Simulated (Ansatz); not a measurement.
**ZrSn3O8: the band gap up the ladder of functionals**

An exercise on one series of results from a longer session: the logs are not shown, and one member is left open.

The runs shown are made with Ansatz 0.2.0. PAW datasets, plane waves. Note: simulated data, non-magnetic, for a generated structure that need not be the stable one.

### Starting point

The cell was relaxed beforehand with r2SCAN.

Space group Cmmm (No. 65), orthorhombic; conventional cell a = 7.261 Å, b = 10.154 Å, c = 3.550 Å, 10.91 Å³ an atom. Near Sn stand 8 O at 2.18–2.21 Å; near O stand 2 Zr at 2.19 Å and 2 Sn at 2.21 Å; near O stand 4 Sn at 2.18–2.21 Å; near O stand 3 Sn at 2.18–2.21 Å and 1 Zr at 2.22 Å.

The structure in full:

```xyz
12
Lattice="3.6305 -5.0772 0.0000 3.6305 5.0772 0.0000 0.0000 0.0000 3.5502" Properties=species:S:1:pos:R:3 pbc="T T T"
Sn    0.0000    0.0000    0.0000
O     3.6305    1.2837    1.7751
O     3.6305    3.8047    1.7751
Sn    1.8152   -2.5386    1.7751
O     5.4553   -1.2695    0.0000
O     5.4553    1.2695    0.0000
Sn    1.8152    2.5386    1.7751
O     1.8057   -1.2695    0.0000
O     1.8057    1.2695    0.0000
Zr    3.6305    0.0000    0.0000
O     3.6305   -3.8047    1.7751
O     3.6305   -1.2837    1.7751
```

Set-up of the first run:

Input file input.yaml:

```yaml
crystal:
  lattice:
    - [3.6304675667, -5.0772080464, 0.0]
    - [3.6304675667, 5.0772080464, 0.0]
    - [0.0, 0.0, 3.550216664]
  atoms:
    - { symbol: Sn, position: [0.0, 0.0, 0.0] }
    - { symbol: O, position: [0.3735788635, 0.6264211365, 0.5] }
    - { symbol: O, position: [0.1253120748, 0.8746879252, 0.5] }
    - { symbol: Sn, position: [0.5, 0.0, 0.5] }
    - { symbol: O, position: [0.876342849, 0.6262963012, 0.0] }
    - { symbol: O, position: [0.6262963012, 0.876342849, 0.0] }
    - { symbol: Sn, position: [0.0, 0.5, 0.5] }
    - { symbol: O, position: [0.3737036988, 0.123657151, 0.0] }
    - { symbol: O, position: [0.123657151, 0.3737036988, 0.0] }
    - { symbol: Zr, position: [0.5, 0.5, 0.0] }
    - { symbol: O, position: [0.8746879252, 0.1253120748, 0.5] }
    - { symbol: O, position: [0.6264211365, 0.3735788635, 0.5] }
kpoints:
  mp_grid: { grid: [4, 4, 8] }
  band_path:
    path:
      - [[0.0, 0.0, 0.0], [-0.5, 0.5, 0.0], [-0.3778248265039, 0.6221751734961, 0.0]]
      - [[0.3778248265039, 0.3778248265039, 0.0], [0.0, 0.0, 0.0], [0.0, 0.0, 0.5], [0.3778248265039, 0.3778248265039, 0.5]]
      - [[-0.3778248265039, 0.6221751734961, 0.5], [-0.5, 0.5, 0.5], [-0.5, 0.5, 0.0]]
      - [[0.0, 0.0, 0.0], [-1.219225460155e-18, 0.5, 0.0], [-1.219225460155e-18, 0.5, 0.5], [0.0, 0.0, 0.5], [-0.5, 0.5, 0.5]]
    npoints: 10
hamiltonian:
  xc: pbe
scf:
  occupations: { method: fermi_dirac, width: 0.02 }
  n_extra_bands: 7
output:
  forces: true
  stress: true
  eigenvalues: true
```

Among the steps run: Band structure with PBE; r2SCAN; HSE06; PBE+SOC at the same geometry; Single point with PBE0.

One of the session's tables, all rows but one given; the rest of the session is left out.

| level | gap (eV) |
| --- | --- |
| PBE | 1.06 |
| r2SCAN | 1.57 |
| HSE06 | ? |
| PBE+SOC | 1.07 |
| PBE0 | 3.13 |

Q: Estimate the row for HSE06 from the others.

**Answer.** gap (eV): 2.42. In the column «gap (eV)» it lies between r2SCAN (1.57) and PBE0 (3.13).

Meshes: PBE 4×4×8, r2SCAN 4×4×8, HSE06 4×4×4, PBE+SOC 4×4×8, PBE0 4×4×4

In words: PBE gives the least gap, 1.06 eV, and PBE0 the largest, 3.13 eV. Against HSE06, PBE is short by 1.36 eV, at 44 % of it, and r2SCAN 65 %. PBE0 lies 0.71 eV above HSE06, which differs from it by screening the long-range exchange.

Limits of these values: Warnings in the runs' records: stress exchange threshold loose, stress scf threshold loose.
